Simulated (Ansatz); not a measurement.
A nudged elastic band was laid between two geometries of a periodic cell of 17 atoms, LiSi16 (host Si, host structure diamond, interstitial Li), cell charge +1.

Computed with DFT PBE, scalar-relativistic, plane waves, PAW in Ansatz 0.2.0. Settings: PAW set soft_1, cutoff 420 eV, k mesh 2x2x2, gaussian smearing 0.05 eV, no spin polarisation.

- movable images: 5
- climbing image: yes
- spring: 5.0 eV/Å²
- optimiser: quadratic models (default)
- start path: IDPP
- force threshold: 0.03 eV/Å
- iteration limit: 75
- end points: relaxed

Image 0:

```xyz
17
Lattice="0.0000 5.4300 5.4300 5.4300 0.0000 5.4300 5.4300 5.4300 0.0000" Properties=species:S:1:pos:R:3
Si 0.009 -0.005 -0.009
Si 1.336 1.362 1.358
Si 2.690 2.744 -0.025
Si 4.072 4.098 1.358
Si 2.690 -0.020 2.740
Si 4.072 1.362 4.094
Si 5.455 2.744 2.740
Si 6.787 4.077 4.073
Si 0.008 2.728 2.724
Si 1.357 4.076 4.073
Si 2.706 5.425 2.724
Si 4.072 6.792 4.051
Si 2.706 2.728 5.422
Si 4.072 4.055 6.788
Si 5.454 5.410 5.406
Si 6.809 6.792 6.788
Li 4.072 6.793 6.788
```

Image 6:

```xyz
17
Lattice="0.0000 5.4300 5.4300 5.4300 0.0000 5.4300 5.4300 5.4300 0.0000" Properties=species:S:1:pos:R:3
Si -0.001 0.001 -0.003
Si 1.332 1.334 1.330
Si 2.714 2.716 -0.024
Si 4.097 4.099 1.330
Si 2.714 -0.020 2.713
Si 4.096 1.334 4.095
Si 5.451 2.716 2.712
Si 6.778 4.082 4.079
Si -0.022 2.716 2.713
Si 1.332 4.098 4.095
Si 2.715 5.453 2.713
Si 4.081 6.780 4.079
Si 2.714 2.716 5.449
Si 4.081 4.082 6.776
Si 5.429 5.431 5.428
Si 6.778 6.780 6.776
Li 2.714 8.146 8.142
```

(1) What changes between the two ends?

(2) Give the energies along the band, and the barrier.

(3) What is the geometry of the highest image?

Results:

(1) Contacts lost: Si12–Li17, Si14–Li17, Si15–Li17, Si16–Li17. Contacts made: Si9–Li17, Si10–Li17, Si11–Li17, Si13–Li17. The atom that moves furthest is Li17, by 2.35 Å.

(2) The run converged. The highest image is number 3 of 0 to 6, 0.59 eV above the ends, which have the same energy within 2 meV. By the program's own check the climbing image is of a kind that is not told: the force calls were inconclusive, a negative curvature could not be distinguished from the path's own, the only one lies far off the path, or fixed occupations may fill a level only in part (lowest curvatures found: -2.20 and 0.84 eV/Å²). Limits of this set-up: charged cell in a uniform background, uncorrected.

| image | path coordinate (Å) | energy (eV) | Si12–Li17 (Å) | Si14–Li17 (Å) | Si15–Li17 (Å) |
| --- | --- | --- | --- | --- | --- |
| 0 | 0.00 | 0.00 | 2.74 | 2.74 | 2.39 |
| 1 | 0.43 | 0.11 | 2.93 | 2.92 | 2.57 |
| 2 | 0.85 | 0.41 | 3.21 | 3.20 | 2.94 |
| 3 | 1.28 | 0.59 | 3.53 | 3.52 | 3.37 |
| 4 | 1.71 | 0.41 | 3.87 | 3.86 | 3.81 |
| 5 | 2.13 | 0.11 | 4.22 | 4.21 | 4.27 |
| 6 | 2.56 | 0.00 | 4.50 | 4.50 | 4.70 |

(3) 
```xyz
17
Lattice="0.0000 5.4300 5.4300 5.4300 0.0000 5.4300 5.4300 5.4300 0.0000" Properties=species:S:1:pos:R:3:forces:R:3
Si 0.107 -0.105 -0.107 -0.01 0.02 0.01
Si 1.291 1.305 1.301 0.00 -0.01 0.00
Si 2.660 2.772 -0.067 -0.01 0.01 0.01
Si 4.127 4.143 1.302 0.00 -0.02 0.00
Si 2.656 -0.064 2.772 0.02 0.01 -0.01
Si 4.130 1.304 4.138 -0.01 0.00 -0.01
Si 5.495 2.773 2.768 0.00 0.01 0.01
Si 6.679 4.179 4.179 0.01 -0.01 -0.01
Si -0.010 2.687 2.682 0.00 0.00 -0.02
Si 1.451 3.983 3.977 0.00 -0.02 0.01
Si 2.746 5.444 2.682 0.01 0.00 -0.02
Si 4.041 6.822 4.061 -0.01 0.02 0.00
Si 2.748 2.686 5.437 0.02 0.00 0.00
Si 4.039 4.068 6.819 -0.01 -0.01 0.01
Si 5.337 5.526 5.521 -0.01 -0.01 0.01
Si 6.797 6.822 6.817 0.00 0.02 0.00
Li 3.393 7.468 7.466 0.00 0.00 0.00
```

Time of the run: 2.7 min on 1 thread of Intel(R) Xeon(R) 6975P-C (Granite Rapids) (shared host), peak memory 0.9 GiB.
